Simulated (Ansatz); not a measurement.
**B₂H₅NO₂Si: how energies converge with the basis set**

Aim: see how fast density functionals converge with the basis set for B₂H₅NO₂Si.

The runs use Ansatz 0.2.0, Gaussian basis; one geometry, several basis sets.

The runs, in order: PBE0-D4/def2-SVP; ωB97M-V/def2-SVP; PBE0-D4/def2-QZVPP; ωB97M-V/def2-QZVPP; the functionals' def2-TZVPP values are taken from earlier runs.

## 1. The relaxed structure

The geometry comes from an earlier relaxation with PBE0-D4 in a triple-zeta def2 set; it is a stationary point, not always the lowest conformer.

SMILES `BO[Si]1(O)BN1`, 11 atoms, charge 0, spin multiplicity 1.

Atoms are counted from 1 here; the program's logs count them from 0.

Bond lengths: B1–O2 1.343 Å, B1–H7 1.197 Å, B1–H8 1.210 Å, O2–Si3 1.660 Å, Si3–O4 1.632 Å, Si3–B5 1.893 Å, Si3–N6 1.719 Å, O4–H9 0.961 Å, B5–N6 1.404 Å, B5–H10 1.188 Å, N6–H11 1.012 Å. Angles: O2–B1–H7 118.8°, O2–B1–H8 120.6°, H7–B1–H8 120.6°, B1–O2–Si3 133.2°, O2–Si3–O4 108.0°, O2–Si3–B5 124.2°, O2–Si3–N6 113.7°, O4–Si3–B5 127.6°, O4–Si3–N6 117.6°, B5–Si3–N6 45.4°, Si3–O4–H9 116.5°, Si3–B5–N6 60.7°, Si3–B5–H10 165.4°, N6–B5–H10 133.9°, Si3–N6–B5 73.9°, Si3–N6–H11 152.2°, B5–N6–H11 133.9°.

## 2. PBE0-D4 in def2-SVP

Input file in.yaml:

```yaml
crystal:
  periodic: [false, false, false]
  atoms:
    - {symbol: B, position_ang: [0.195670, -2.208540, 0.537860]}
    - {symbol: O, position_ang: [-0.034327, -0.903862, 0.757856]}
    - {symbol: Si, position_ang: [0.250971, 0.466566, -0.133823]}
    - {symbol: O, position_ang: [0.731790, 0.008421, -1.624827]}
    - {symbol: B, position_ang: [0.126675, 2.227257, 0.550670]}
    - {symbol: N, position_ang: [-1.006801, 1.633393, -0.027097]}
    - {symbol: H, position_ang: [-0.110110, -2.999504, 1.383282]}
    - {symbol: H, position_ang: [0.702070, -2.577814, -0.496825]}
    - {symbol: H, position_ang: [0.822700, -0.936267, -1.774870]}
    - {symbol: H, position_ang: [0.342769, 3.289656, 1.036911]}
    - {symbol: H, position_ang: [-1.955908, 1.943696, -0.188538]}
basis:
  gaussian: {orbitals: def2-SVP}
hamiltonian: {xc: pbe0, dispersion: d4}
output: {orbitals: {seedname: orbitals}}
```

The run is started by

```console
$ ansatz run in.yaml --threads 4 --pin off --events-out ev --progress --plain --max-ram 10444MiB
```

After this run come: ωB97M-V in def2-SVP; PBE0-D4 in def2-QZVPP; ωB97M-V in def2-QZVPP.

Q: Predict the results of all the runs planned. Wanted: PBE0-D4: double and triple zeta above quadruple; ωB97M-V: double and triple zeta above quadruple.

The runs gave:

| quantity | value |
| --- | --- |
| PBE0-D4: double and triple zeta above quadruple | 12.08, 0.70 eV |
| ωB97M-V: double and triple zeta above quadruple | 12.25, 0.65 eV |

**Reading.** PBE0-D4 gains 11.37 eV from double to triple zeta, then 0.70 eV more. Total energies overstate the basis error of differences, where much of it tends to cancel. The LUMO of ωB97M-V is positive and keeps falling with the basis (1.39 to 0.82 eV): an unbound level that the basis holds in place.
